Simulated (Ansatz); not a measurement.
Geometry optimisation, DFT PBE-D3(BJ), scalar-relativistic, plane waves, PAW (Ansatz).

Input:

```yaml
crystal:
  lattice:
    - [7.14, 0.0, 0.0]
    - [0.0, 7.14, 0.0]
    - [0.0, 0.0, 7.14]
  atoms:
    - { symbol: C, position: [0.5, 0.0, 0.0] }
    - { symbol: C, position: [0.625, 0.125, 0.125] }
    - { symbol: C, position: [0.75, 0.25, 0.0] }
    - { symbol: C, position: [0.875, 0.375, 0.125] }
    - { symbol: C, position: [0.75, 0.0, 0.25] }
    - { symbol: C, position: [0.875, 0.125, 0.375] }
    - { symbol: C, position: [0.0, 0.0, 0.0] }
    - { symbol: C, position: [0.125, 0.125, 0.125] }
    - { symbol: C, position: [0.25, 0.25, 0.0] }
    - { symbol: C, position: [0.375, 0.375, 0.125] }
    - { symbol: C, position: [0.5, 0.5, 0.0] }
    - { symbol: C, position: [0.625, 0.625, 0.125] }
    - { symbol: C, position: [0.75, 0.75, 0.0] }
    - { symbol: C, position: [0.875, 0.875, 0.125] }
    - { symbol: C, position: [0.25, 0.0, 0.25] }
    - { symbol: C, position: [0.375, 0.125, 0.375] }
    - { symbol: C, position: [0.5, 0.25, 0.25] }
    - { symbol: C, position: [0.625, 0.375, 0.375] }
    - { symbol: C, position: [0.75, 0.5, 0.25] }
    - { symbol: C, position: [0.5, 0.0, 0.5] }
    - { symbol: C, position: [0.625, 0.125, 0.625] }
    - { symbol: C, position: [0.75, 0.25, 0.5] }
    - { symbol: C, position: [0.875, 0.375, 0.625] }
    - { symbol: C, position: [0.75, 0.0, 0.75] }
    - { symbol: C, position: [0.875, 0.125, 0.875] }
    - { symbol: C, position: [0.0, 0.5, 0.0] }
    - { symbol: C, position: [0.125, 0.625, 0.125] }
    - { symbol: C, position: [0.25, 0.75, 0.0] }
    - { symbol: C, position: [0.375, 0.875, 0.125] }
    - { symbol: C, position: [0.0, 0.25, 0.25] }
    - { symbol: C, position: [0.125, 0.375, 0.375] }
    - { symbol: C, position: [0.25, 0.5, 0.25] }
    - { symbol: C, position: [0.375, 0.625, 0.375] }
    - { symbol: C, position: [0.5, 0.75, 0.25] }
    - { symbol: C, position: [0.625, 0.875, 0.375] }
    - { symbol: C, position: [0.0, 0.0, 0.5] }
    - { symbol: C, position: [0.125, 0.125, 0.625] }
    - { symbol: C, position: [0.25, 0.25, 0.5] }
    - { symbol: C, position: [0.375, 0.375, 0.625] }
    - { symbol: C, position: [0.5, 0.5, 0.5] }
    - { symbol: C, position: [0.625, 0.625, 0.625] }
    - { symbol: C, position: [0.75, 0.75, 0.5] }
    - { symbol: C, position: [0.875, 0.875, 0.625] }
    - { symbol: C, position: [0.25, 0.0, 0.75] }
    - { symbol: C, position: [0.375, 0.125, 0.875] }
    - { symbol: C, position: [0.5, 0.25, 0.75] }
    - { symbol: C, position: [0.625, 0.375, 0.875] }
    - { symbol: C, position: [0.75, 0.5, 0.75] }
    - { symbol: C, position: [0.875, 0.625, 0.875] }
    - { symbol: C, position: [0.0, 0.75, 0.25] }
    - { symbol: C, position: [0.125, 0.875, 0.375] }
    - { symbol: B, position: [-0.125, 0.625, 0.375], spin: 1.0 }
    - { symbol: C, position: [0.125, 0.625, 0.625] }
    - { symbol: C, position: [0.25, 0.75, 0.5] }
    - { symbol: C, position: [0.375, 0.875, 0.625] }
    - { symbol: C, position: [0.0, 0.25, 0.75] }
    - { symbol: C, position: [0.125, 0.375, 0.875] }
    - { symbol: C, position: [0.25, 0.5, 0.75] }
    - { symbol: C, position: [0.375, 0.625, 0.875] }
    - { symbol: C, position: [0.5, 0.75, 0.75] }
    - { symbol: C, position: [0.625, 0.875, 0.875] }
    - { symbol: C, position: [0.0, 0.75, 0.75] }
    - { symbol: C, position: [0.125, 0.875, 0.875] }
magnetization:
  spin_polarized: true
basis:
  ecutwfc: 420.0
kpoints:
  mp_grid: { grid: [2, 2, 2] }
hamiltonian:
  xc: pbe
  dispersion: d3bj
  pseudopotentials: { kind: paw, azcp: { folder: soft_1 } }
scf:
  occupations: { method: gaussian, width: 0.02 }
  lower_state_search: "off"
relax:
  f_tol: 0.03
  max_steps: 60
  adjacent_minimum: "off"
output:
  write_density: true
  write_potential: true
  elf: true
  volumetric_format: npy
```

Command:

```bash
$ ansatz run input.yaml --threads 4 --pin off --max-ram 10240MiB --backend cpu --events-out ev --progress --plain --runs-dir out
```

Problem. Where does it end, and by what steps?

Solution. The forces met the threshold. Limits of this set-up: a typed lattice constant that wasn't relaxed here. After 4 steps the energy has fallen by 0.643 eV; C31 moved furthest, 0.11 Å.

```
step  energy less start (eV)  largest force component (eV/Å)  accepted
   0                  0.0000                           1.858       yes
   1                 -0.5273                           0.607       yes
   2                 -0.6365                           0.112       yes
   3                 -0.6430                           0.045       yes
   4                 -0.6434                           0.019       yes
```

```xyz
63
Lattice="7.1400 0.0000 0.0000 0.0000 7.1400 0.0000 0.0000 0.0000 7.1400" Properties=species:S:1:pos:R:3
C 3.571 -0.001 0.001
C 4.465 0.886 0.895
C 5.356 1.778 -0.004
C 6.243 2.667 0.884
C 5.360 -0.005 1.790
C 6.250 0.892 2.680
C -0.001 0.001 -0.001
C 0.899 0.886 0.885
C 1.782 1.788 -0.006
C 2.684 2.671 0.885
C 3.569 3.571 -0.001
C 4.465 4.455 0.895
C 5.360 5.350 0.005
C 6.255 6.245 0.895
C 1.792 0.004 1.786
C 2.682 0.888 2.672
C 3.566 1.778 1.786
C 4.454 2.667 2.673
C 5.351 3.525 1.781
C 3.569 0.001 3.569
C 4.455 0.886 4.469
C 5.358 1.793 3.566
C 6.174 2.624 4.516
C 5.356 0.004 5.362
C 6.242 0.888 6.252
C -0.001 3.571 -0.001
C 0.903 4.467 0.884
C 1.792 5.354 -0.004
C 2.684 6.245 0.895
C -0.004 1.793 1.788
C 0.946 2.624 2.604
C 1.777 3.574 1.788
C 2.678 4.460 2.680
C 3.575 5.350 1.790
C 4.465 6.245 2.685
C -0.001 0.001 3.569
C 0.885 0.899 4.455
C 1.768 1.802 3.564
C 2.671 2.685 4.455
C 3.569 3.571 3.569
C 4.454 4.467 4.473
C 5.351 5.359 3.615
C 6.243 6.256 4.473
C 1.782 0.006 5.352
C 2.677 0.893 6.247
C 3.564 1.788 5.352
C 4.455 2.671 6.254
C 5.358 3.574 5.347
C 6.250 4.460 6.248
C 0.045 5.359 1.781
C 0.903 6.256 2.673
B -0.929 4.499 2.641
C 0.946 4.536 4.516
C 1.777 5.352 3.566
C 2.684 6.255 4.469
C -0.006 1.802 5.338
C 0.885 2.685 6.241
C 1.768 3.576 5.338
C 2.682 4.468 6.252
C 3.566 5.354 5.362
C 4.465 6.245 6.254
C -0.004 5.352 5.347
C 0.899 6.255 6.254
```

Whether the end is a true minimum wasn't checked by a vibrational analysis.

The run took 3.4 min on 4 threads of Arm Neoverse V1 (shared host), peak memory 2.4 GiB.
